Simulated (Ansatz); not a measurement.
# SiHSOF (SMILES F[SiH]1OS1): functionals against CCSD(T) at one geometry

Computed with Ansatz 0.2.0, Gaussian basis. Level: single points in def2-TZVPP.

Cores are frozen in the correlated methods.

## 1. The system as given

SMILES `F[SiH]1OS1`, 5 atoms, charge 0, spin multiplicity 1.

Atoms are counted from 1 here; the program's logs count them from 0.

Bond lengths: F1–Si2 1.609 Å, Si2–O3 1.723 Å, Si2–S4 2.058 Å, Si2–H5 1.532 Å, O3–S4 1.843 Å. Angles: F1–Si2–O3 113.9°, F1–Si2–S4 121.8°, F1–Si2–H5 108.4°, O3–Si2–S4 57.5°, O3–Si2–H5 119.5°, S4–Si2–H5 126.0°, Si2–O3–S4 70.4°, Si2–S4–O3 52.0°.

Geometry (Å):

```
F    -1.4373    0.3841    0.9509
Si   -0.1937    0.2444   -0.0611
O     1.1955   -0.4940    0.6401
S     0.5072   -1.5926   -0.6696
H    -0.0413    1.5636   -0.8253
```

## 2. PBE-D4/def2-TZVPP

run/in.yaml

```yaml
crystal:
  periodic: [false, false, false]
  atoms:
    - {symbol: F, position_ang: [-1.437281, 0.384113, 0.950921]}
    - {symbol: Si, position_ang: [-0.193745, 0.244433, -0.061089]}
    - {symbol: O, position_ang: [1.195538, -0.494020, 0.640074]}
    - {symbol: S, position_ang: [0.507178, -1.592613, -0.669602]}
    - {symbol: H, position_ang: [-0.041311, 1.563553, -0.825263]}
basis:
  gaussian: {orbitals: def2-TZVPP}
hamiltonian: {xc: pbe, dispersion: d4}
output: {forces: true}
```

Run with:

```bash
$ ansatz run in.yaml --threads 2 --pin off --events-out ev --progress --plain --max-ram 3481MiB
```

**Question.** How long does this run take on 2 threads of Intel Xeon at 2.50GHz, shared host, and how much memory does it need?

About 3.1 s, with a peak of 0.18 GiB.
